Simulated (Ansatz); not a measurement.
# C₉H₂₁ClSi: up Jacob's ladder to CCSD(T)

The task here is to estimate one member of a computed series from the others.

Program: Ansatz 0.2.0, Gaussian basis. Level of theory: functionals in def2-TZVPP, the program's frozen cores in correlated methods. These are calculated values, not measurements.

Levels to be run: LDA (SPW92), PBE-D4, revPBE-D4, BLYP-D4, r2SCAN-D4, B97M-V, PBE0-D4, B3LYP-D4, r2SCANh-D4, r2SCAN0-D4, HSE06-D4, BHLYP-D4, CAM-B3LYP-D4, LC-ωPBE, ωB97X-V, ωB97M-V, B2PLYP, PBE-QIDH; CCSD(T)/def2-SVP; CCSD(T)/def2-TZVPP; MP2/def2-QZVPP; extrapolation to the limit; RPA on PBE.

## The geometry

An earlier PBE0-D4 in a triple-zeta def2 set relaxation fixed the geometry.

SMILES `CC(C)[Si](Cl)(C(C)C)C(C)C`, 32 atoms, charge 0, spin multiplicity 1.

Atoms are counted from 1 here; the program's logs count them from 0.

Bond lengths: C1–C2 1.526 Å, C1–H12 1.091 Å, C1–H13 1.095 Å, C1–H14 1.093 Å, C2–C3 1.530 Å, C2–Si4 1.891 Å, C2–H15 1.098 Å, C3–H16 1.094 Å, C3–H17 1.095 Å, C3–H18 1.093 Å, Si4–Cl5 2.088 Å, Si4–C6 1.885 Å, Si4–C9 1.887 Å, C6–C7 1.526 Å, C6–C8 1.527 Å, C6–H19 1.099 Å, C7–H20 1.092 Å, C7–H21 1.093 Å and more. Angles: C2–C1–H12 111.9°, C2–C1–H13 110.3°, C2–C1–H14 111.7°, H12–C1–H13 108.1°, H12–C1–H14 107.4°, H13–C1–H14 107.3°, C1–C2–C3 110.8°, C1–C2–Si4 114.9°, C1–C2–H15 107.4°, C3–C2–Si4 110.9°, C3–C2–H15 107.8°, Si4–C2–H15 104.4°, C2–C3–H16 111.2°, C2–C3–H17 110.5°, C2–C3–H18 112.9°, H16–C3–H17 107.1°, H16–C3–H18 107.4°, H17–C3–H18 107.4° and more.

Set-up of the first run:

Contents of in.yaml:

```yaml
crystal:
  periodic: [false, false, false]
  atoms:
    - {symbol: C, position_ang: [-2.025522, 1.560863, -1.409297]}
    - {symbol: C, position_ang: [-0.765203, 0.700897, -1.405149]}
    - {symbol: C, position_ang: [-1.033495, -0.660007, -2.050999]}
    - {symbol: Si, position_ang: [0.053963, 0.495597, 0.286869]}
    - {symbol: Cl, position_ang: [-0.230640, 2.258151, 1.368643]}
    - {symbol: C, position_ang: [-0.698986, -0.896568, 1.311162]}
    - {symbol: C, position_ang: [-2.192133, -0.703749, 1.562351]}
    - {symbol: C, position_ang: [0.049582, -1.097285, 2.626571]}
    - {symbol: C, position_ang: [1.925065, 0.292846, 0.148469]}
    - {symbol: C, position_ang: [2.332777, -1.055274, -0.443235]}
    - {symbol: C, position_ang: [2.587862, 1.443882, -0.601809]}
    - {symbol: H, position_ang: [-1.839415, 2.557796, -1.007760]}
    - {symbol: H, position_ang: [-2.406042, 1.671424, -2.430086]}
    - {symbol: H, position_ang: [-2.823205, 1.111928, -0.812000]}
    - {symbol: H, position_ang: [-0.011395, 1.218498, -2.013575]}
    - {symbol: H, position_ang: [-1.803042, -1.212831, -1.505078]}
    - {symbol: H, position_ang: [-1.393798, -0.533007, -3.076796]}
    - {symbol: H, position_ang: [-0.143769, -1.292711, -2.092769]}
    - {symbol: H, position_ang: [-0.569158, -1.801728, 0.700865]}
    - {symbol: H, position_ang: [-2.767109, -0.656938, 0.635105]}
    - {symbol: H, position_ang: [-2.380865, 0.219969, 2.115860]}
    - {symbol: H, position_ang: [-2.592270, -1.531882, 2.156305]}
    - {symbol: H, position_ang: [-0.005994, -0.200421, 3.249862]}
    - {symbol: H, position_ang: [1.106043, -1.329706, 2.473270]}
    - {symbol: H, position_ang: [-0.389940, -1.921682, 3.197307]}
    - {symbol: H, position_ang: [2.273610, 0.327464, 1.189196]}
    - {symbol: H, position_ang: [1.877564, -1.899433, 0.081315]}
    - {symbol: H, position_ang: [3.418684, -1.185054, -0.393963]}
    - {symbol: H, position_ang: [2.051638, -1.128523, -1.497638]}
    - {symbol: H, position_ang: [3.678032, 1.348084, -0.571768]}
    - {symbol: H, position_ang: [2.325825, 2.413891, -0.174018]}
    - {symbol: H, position_ang: [2.295434, 1.453307, -1.656112]}
basis:
  gaussian: {orbitals: def2-TZVPP}
hamiltonian: {xc: lda}
output: {orbitals: {seedname: orbitals}}
```

On the command line:

```console
ansatz run in.yaml --threads 11 --pin off --events-out ev --progress --plain --max-ram 174080MiB --backend cuda --devices 0, --max-vram 75GiB
```

Steps of the session up to this table: LDA; PBE-D4 (GGA); revPBE-D4 (GGA); BLYP-D4 (GGA); r2SCAN-D4 (meta-GGA); B97M-V (meta-GGA); PBE0-D4 (hybrid); B3LYP-D4 (hybrid); r2SCANh-D4 (hybrid); r2SCAN0-D4 (hybrid); HSE06-D4 (hybrid); BHLYP-D4 (hybrid); CAM-B3LYP-D4 (range-separated); LC-ωPBE (range-separated); ωB97X-V (range-separated); ωB97M-V (range-separated); B2PLYP (double hybrid); PBE-QIDH (double hybrid).

One of the session's tables, all rows but one given; the rest of the session is left out.

It belongs to the step «Frontier levels by functional». 

| functional | HOMO (eV) | LUMO (eV) | gap (eV) |
| --- | --- | --- | --- |
| LDA (SPW92) | -6.41 | -0.24 | 6.17 |
| PBE-D4 | -6.32 | 0.03 | 6.35 |
| revPBE-D4 | -6.27 | 0.17 | 6.44 |
| BLYP-D4 | -6.23 | 0.08 | 6.30 |
| r2SCAN-D4 | -6.56 | 0.51 | 7.07 |
| B97M-V | -6.68 | 0.09 | 6.77 |
| PBE0-D4 | -7.56 | 0.84 | 8.40 |
| B3LYP-D4 | -7.38 | 0.54 | 7.93 |
| r2SCANh-D4 | -7.02 | 0.80 | 7.82 |
| r2SCAN0-D4 | -7.72 | 1.18 | 8.90 |
| HSE06-D4 | -7.16 | 0.47 | 7.63 |
| BHLYP-D4 | -8.76 | 1.50 | 10.25 |
| CAM-B3LYP-D4 | -8.92 | 1.65 | 10.57 |
| LC-ωPBE | -10.20 | 2.94 | 13.14 |
| ωB97X-V | -9.90 | 2.68 | 12.57 |
| ωB97M-V | ? | ? | ? |

**Question.** Estimate the row for ωB97M-V.

As computed: HOMO (eV): -9.75; LUMO (eV): 2.29; gap (eV): 12.04. In the column «HOMO (eV)» it lies between ωB97X-V (-9.90) and CAM-B3LYP-D4 (-8.92).
